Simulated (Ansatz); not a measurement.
# CCr: the cost of one run

The runs use Ansatz 0.2.0, Gaussian basis; def2-TZVPP, core rule «outside noble gas», up to 10 orbitals frozen.

To be run: UHF; CCSD(T) on RHF; CCSD(T) on UHF; CCSDT(Q) on RHF; CCSDT(Q) on UHF.

12 further runs of the same task are left out: 6 for a known fault of the program, 6 set aside as unsound or not needed.

## (1) The system

The geometry is a PBE0/def2-TZVP stationary point (not a proven minimum) of the parent state, kept for this charge and spin.

2 atoms, charge 0, spin multiplicity 1.

Atoms are counted from 1 here; the program's logs count them from 0.

Bond lengths: Cr1–C2 1.686 Å.

Geometry (Å):

```mol
CCr
  3D, bonds by distance, orders not assigned

  2  1  0  0  0  0  0  0  0  0999 V2000
    0.0000    0.0000    0.0000 Cr  0  0
    0.0000    0.0000    1.6856 C   0  0
  1  2  8  0
M  END
```

## (2) UHF

in.yaml reads:

```yaml
crystal:
  periodic: [false, false, false]
  atoms:
    - {symbol: Cr, position_ang: [0.000000, 0.000000, 0.000000]}
    - {symbol: C, position_ang: [0.000000, 0.000000, 1.685600]}
basis:
  gaussian: {orbitals: def2-TZVPP}
magnetization: {spin_polarized: true, initial_magnetization: 0}
hamiltonian: {xc: hf}
output: {orbitals: {seedname: orbitals}}
```

Launch:

```sh
> ansatz run in.yaml --threads 1 --pin off --events-out ev --progress --plain --max-ram 2816MiB --backend cpu
```

What time and memory should one allow on 1 thread of AMD EPYC 7R13, shared host?

About 23 s, with a peak of 0.27 GiB.
